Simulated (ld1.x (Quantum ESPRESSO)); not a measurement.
# How the scale of all radii shapes a TM potential for Al, part 2 of 2

Aim: generate and test one potential in full, then change the scale of all radii and see what happens to hardness, ghosts and transferability.

ld1.x (Quantum ESPRESSO) 7.5; first potential PBE, scalar-relativistic. The steps go on from the part before.

### Step 4. Does it scatter like the atom?

Taken from the files of the generation run. The phase is arctan(r·u′/u) with u = r·R, unwrapped, with energies in Ry. A pole is an energy at which the radial function vanishes at the test radius. The pseudo phase is shifted by a multiple of π to meet the all-electron one at the reference energy. Levels narrower than the energy grid can be missing from the poles. The last column is the largest difference on the grid between −1 and +1 Ry.

| channel | radius (bohr) | reference (Ry) | poles AE | poles PS | window around the reference with phases within 0.05 rad (Ry) | largest difference near zero (rad) |
| --- | --- | --- | --- | --- | --- | --- |
| s | 0.65 | -7.95 | none | none | the whole range | 0.004 |
| p | 0.65 | -5.12 | none | none | the whole range | 0.001 |

Phases (rad) along the scan:

```tsv
E (Ry)	s AE	s PS	p AE	p PS
-10.00	-0.206	-0.207	0.523	0.524
-9.52	-0.308	-0.309	0.446	0.446
-9.04	-0.409	-0.409	0.358	0.358
-8.56	-0.504	-0.504	0.259	0.260
-8.08	-0.595	-0.595	0.150	0.150
-7.60	-0.678	-0.678	0.031	0.031
-7.12	-0.755	-0.755	-0.096	-0.096
-6.64	-0.826	-0.826	-0.226	-0.226
-6.16	-0.890	-0.890	-0.357	-0.357
-5.68	-0.948	-0.948	-0.483	-0.483
-5.20	-1.000	-1.000	-0.601	-0.602
-4.72	-1.047	-1.048	-0.710	-0.710
-4.24	-1.090	-1.091	-0.808	-0.808
-3.76	-1.129	-1.130	-0.895	-0.895
-3.28	-1.165	-1.166	-0.972	-0.972
-2.80	-1.197	-1.199	-1.040	-1.040
-2.32	-1.226	-1.228	-1.100	-1.099
-1.84	-1.253	-1.256	-1.153	-1.152
-1.36	-1.278	-1.281	-1.200	-1.199
-0.88	-1.301	-1.304	-1.241	-1.241
-0.40	-1.323	-1.325	-1.279	-1.278
0.08	-1.342	-1.345	-1.312	-1.311
0.56	-1.361	-1.364	-1.343	-1.341
1.04	-1.378	-1.381	-1.370	-1.369
1.52	-1.394	-1.398	-1.395	-1.394
2.00	-1.409	-1.413	-1.418	-1.417
2.48	-1.423	-1.427	-1.439	-1.438
2.96	-1.436	-1.441	-1.459	-1.457
3.44	-1.448	-1.454	-1.477	-1.475
3.92	-1.460	-1.466	-1.494	-1.492
4.40	-1.472	-1.477	-1.509	-1.508
4.88	-1.482	-1.488	-1.524	-1.523
```

### Step 5. Plane-wave convergence, by spherical Bessel functions

A separate test, outside the generator: the pseudo-atom's Hamiltonian at the reference potential is diagonalised in spherical Bessel functions j_l(qr) that vanish at 20 bohr, with q² up to the cutoff.

All-electron valence levels (Ry): 2s -7.9500, 3s -0.5698, 2p -5.1187, 3p -0.1993. The lowest levels of each channel (Ry) by cutoff; the last column sums, over occupied levels, occupation times the distance from the level at 400 Ry. A positive value at high cutoff is not a bound level.

```tsv
cutoff (Ry)	s #1	s #2	p #1	p #2	d #1	f #1	Σ f·Δε (mRy)
8	-5.5985	-0.3623	-0.7723	-0.0115	0.0454	0.1021	31357.5
15	-6.9072	-0.4726	-1.2797	-0.0359	0.0453	0.1021	25450.3
25	-7.5166	-0.5366	-1.8360	-0.0614	0.0452	0.1021	20740.6
40	-7.6156	-0.5524	-2.4515	-0.0891	0.0452	0.1021	16790.1
55	-7.6320	-0.5529	-2.9464	-0.1106	0.0452	0.1021	13765.1
90	-7.7732	-0.5605	-3.7294	-0.1433	0.0452	0.1021	8737.0
120	-7.8698	-0.5665	-4.2033	-0.1627	0.0452	0.1021	5669.4
180	-7.9372	-0.5707	-4.7108	-0.1830	0.0452	0.1021	2460.6
260	-7.9411	-0.5709	-5.0187	-0.1952	0.0452	0.1021	592.7
400	-7.9487	-0.5716	-5.1141	-0.1989	0.0452	0.1021	0.0
```

The sum stays within 10 mRy only somewhere over 300 Ry and within 1 mRy only somewhere over 300 Ry. The sum leaves out empty levels, which can need more. Ghost test: no level below the all-electron spectrum of its channel (s, p, d, f tested).

### Step 6. Changed: scale of all radii = 1.44

Input file Al.in:

```
 &input
   title='Al', zed=13., rel=1, dft='PBE', iswitch=3,
   config='[Ne] 3s2 3p1',
   nld=2, rlderiv=0.90, eminld=-10.0, emaxld=5.0, deld=0.04
 /
 &inputp
   pseudotype=2, tm=.true., lloc=-1, rcloc=0.70,
   nlcc=.true., new_core_ps=.true.,
   file_pseudopw='Al.UPF', file_wfcaegen='ae.wfc', file_wfcncgen='nc.wfc', file_beta='beta', file_chi='chi'
 /
2
2S  1  0   2.00   0.00  0.82  0.82  0.0
2P  2  1   6.00   0.00  0.76  0.76  0.0
 &test
   configts(1)='2s2 2p6 3s2 3p1'
 /
```

Launch:

```
$ ld1.x < Al.in > Al.out
```

The output, Al.out (without the banner and most projector matrices):

```text
     Program LD1 v.7.5
     [... all-electron run as in step 2 ...]


     --------------------- Generating NC pseudopotential ---------------------

      Generating local potential from pseudized AE potential:
      Matching radius rcloc =   0.7000

      Local pseudo, rcloc= 0.694 Estimated cut-off energy=    49.56 Ry

      Computing core charge for nlcc:

       r > 0.17 : true rho core
      Core charge pseudized with two Bessel functions
      Integrated core pseudo-charge :   4.61

      Wfc   2S  rcut= 0.827  Using Troullier-Martins method

      Wfc   2P  rcut= 0.767  Using Troullier-Martins method

     ------------------- End of pseudopotential generation -------------------

     [... all-electron run as in step 2 ...]


     Computing logarithmic derivative in   0.89702
     Computing logarithmic derivative in   0.89702
     Computing the partial wave expansion
     R is outside the sphere for l=    0 j= 0.00
     R is outside the sphere for l=    1 j= 0.00

     ---------------------- Testing the pseudopotential ----------------------

     Al
     scalar relativistic calculation

     atomic number is 13.00   valence charge is 11.00
     dft =PBE   lsd =0 sic =0 latt =0  beta=0.20 tr2=1.0E-14
     mesh =1135 r(mesh) = 100.48924 xmin = -7.00 dx = 0.01250

     n l     nl             e AE (Ry)        e PS (Ry)    De AE-PS (Ry)
     1 0     2S   1( 2.00)       -7.94999       -7.95005        0.00005
     2 1     2P   1( 6.00)       -5.11868       -5.11877        0.00009
     2 0     3S   1( 2.00)       -0.56982       -0.57358        0.00375
     3 1     3P   1( 1.00)       -0.19934       -0.19804       -0.00130

     eps = 8.5E-15  iter = 13

     Etot =    -485.370441 Ry,    -242.685221 Ha,   -6603.801276 eV
     Etotps =  -173.715264 Ry,     -86.857632 Ha,   -2363.516577 eV

     Ekin =     119.461418 Ry,      59.730709 Ha,    1625.355391 eV
     Encl =    -351.150247 Ry,    -175.575123 Ha,   -4777.642498 eV
     Ehrt =     119.737212 Ry,      59.868606 Ha,    1629.107768 eV
     Ecxc =     -32.566303 Ry,     -16.283151 Ha,    -443.087120 eV
     (Ecc =     -11.303021 Ry,      -5.651510 Ha,    -153.785431 eV)
     Epseu=     -29.197345 Ry,     -14.598673 Ha,    -397.250119 eV

     ---------------------- End of pseudopotential test ----------------------
```

It took 3.1 s on 1 thread, shared host. This counts the later configuration tests of the new file too.

The test run was repeated on this file; only its results are given.

Energies count from the reference configuration 2s2 2p6 3s2 3p1; the error is all-electron less pseudo.

```tsv
valence configuration	charge	ΔE all-electron (eV)	error AE − PS (meV)
2s2 2p6 3s2 3p0	+1	5.761	-136
2s2 2p6 3s1 3p0	+2	24.987	-733
2s2 2p6 3s0 3p0	+3	53.430	-2025
2s1 2p6 3s2 3p1	+1	120.710	-246
2s2 2p6 3s1 3p1	+1	11.571	-186
2s2 2p5 3s2 3p1	+1	82.814	-41
2s2 2p6 3s1 3p2	0	5.139	-93
```

With this change the loose cutoff goes from over 300 Ry to 260 Ry, the largest test error goes from -1975 to -2025 meV and there is no bound ghost.

### Step 7. Changed: scale of all radii = 1.55

Input file Al.in:

```
 &input
   title='Al', zed=13., rel=1, dft='PBE', iswitch=3,
   config='[Ne] 3s2 3p1',
   nld=2, rlderiv=0.95, eminld=-10.0, emaxld=5.0, deld=0.04
 /
 &inputp
   pseudotype=2, tm=.true., lloc=-1, rcloc=0.76,
   nlcc=.true., new_core_ps=.true.,
   file_pseudopw='Al.UPF', file_wfcaegen='ae.wfc', file_wfcncgen='nc.wfc', file_beta='beta', file_chi='chi'
 /
2
2S  1  0   2.00   0.00  0.88  0.88  0.0
2P  2  1   6.00   0.00  0.82  0.82  0.0
 &test
   configts(1)='2s2 2p6 3s2 3p1'
 /
```

Launch:

```
$ ld1.x < Al.in > Al.out
```

What the program wrote to Al.out (without the banner and most projector matrices):

```text
     Program LD1 v.7.5
     [... all-electron run as in step 2 ...]


     --------------------- Generating NC pseudopotential ---------------------

      Generating local potential from pseudized AE potential:
      Matching radius rcloc =   0.7600

      Local pseudo, rcloc= 0.767 Estimated cut-off energy=    40.65 Ry

      Computing core charge for nlcc:

       r > 0.17 : true rho core
      Core charge pseudized with two Bessel functions
      Integrated core pseudo-charge :   4.61

      Wfc   2S  rcut= 0.869  Using Troullier-Martins method

      Wfc   2P  rcut= 0.827  Using Troullier-Martins method

     ------------------- End of pseudopotential generation -------------------

     [... all-electron run as in step 2 ...]


     Computing logarithmic derivative in   0.95487
     Computing logarithmic derivative in   0.95487
     Computing the partial wave expansion
     R is outside the sphere for l=    0 j= 0.00
     R is outside the sphere for l=    1 j= 0.00

     ---------------------- Testing the pseudopotential ----------------------

     Al
     scalar relativistic calculation

     atomic number is 13.00   valence charge is 11.00
     dft =PBE   lsd =0 sic =0 latt =0  beta=0.20 tr2=1.0E-14
     mesh =1135 r(mesh) = 100.48924 xmin = -7.00 dx = 0.01250

     n l     nl             e AE (Ry)        e PS (Ry)    De AE-PS (Ry)
     1 0     2S   1( 2.00)       -7.94999       -7.95003        0.00003
     2 1     2P   1( 6.00)       -5.11868       -5.11874        0.00006
     2 0     3S   1( 2.00)       -0.56982       -0.57237        0.00255
     3 1     3P   1( 1.00)       -0.19934       -0.19740       -0.00194

     eps = 2.8E-15  iter = 14

     Etot =    -485.370441 Ry,    -242.685221 Ha,   -6603.801276 eV
     Etotps =  -173.344634 Ry,     -86.672317 Ha,   -2358.473899 eV

     Ekin =     117.034605 Ry,      58.517302 Ha,    1592.336914 eV
     Encl =    -340.552615 Ry,    -170.276308 Ha,   -4633.454377 eV
     Ehrt =     119.367123 Ry,      59.683562 Ha,    1624.072450 eV
     Ecxc =     -32.488958 Ry,     -16.244479 Ha,    -442.034792 eV
     (Ecc =     -11.303021 Ry,      -5.651510 Ha,    -153.785431 eV)
     Epseu=     -36.704789 Ry,     -18.352394 Ha,    -499.394094 eV

     ---------------------- End of pseudopotential test ----------------------
```

Run time: 2.8 s. Hardware: 1 thread, shared host. (Generation and the later configuration tests together.)

The test run was repeated on this file; only its results are given.

The tests as a table, with energies relative to 2s2 2p6 3s2 3p1.

```tsv
valence configuration	charge	ΔE all-electron (eV)	error AE − PS (meV)
2s2 2p6 3s2 3p0	+1	5.761	-122
2s2 2p6 3s1 3p0	+2	24.987	-685
2s2 2p6 3s0 3p0	+3	53.430	-1931
2s1 2p6 3s2 3p1	+1	120.710	-312
2s2 2p6 3s1 3p1	+1	11.571	-165
2s2 2p5 3s2 3p1	+1	82.814	-31
2s2 2p6 3s1 3p2	0	5.139	-85
```

Against the first potential, the loose cutoff goes from over 300 Ry to 230 Ry, the largest test error goes from -1975 to -1931 meV and there is no bound ghost.

### Step 8. Results

This closing draws on all 2 parts.

Cutoffs, loose and tight: the cutoffs (Ry, on a coarse ladder) from which the occupation-weighted sum of valence levels, in a spherical-Bessel basis at the reference potential, stays within 10 and 1 mRy of its value at 400 Ry; empty and scattering waves don't count. Test errors are all-electron less pseudo. The phase difference is the largest within 1 Ry of zero, over the channels with partial waves.

| scale of all radii | outcome | cutoff, loose | cutoff, tight | bound ghosts | largest test error (meV) | phase difference near zero (rad) |
| --- | --- | --- | --- | --- | --- | --- |
| 1 (first) | generated | over 300 Ry | over 300 Ry | none | -1975 | 0.004 |
| 1.44 | generated | 260 Ry | over 300 Ry | none | -2025 | 0.005 |
| 1.55 | generated | 230 Ry | over 300 Ry | none | -1931 | 0.007 |

The loose cutoff is 260 Ry at 1.44 and 230 Ry at 1.55. The largest test error is 1975 meV at 1, 2025 meV at 1.44 and 1931 meV at 1.55.

The first potential by itself. By total energies transferability is poor: the largest error is 1975 meV on 53.4 eV, for 2s2 2p6 3s0 3p0. That test lies far up in energy; among those under 40 eV, nearer to bonding, the largest error is 730 meV. By its cutoff, over 300 Ry for the looser tolerance, it is very hard. It is free of bound ghosts as far as tested.
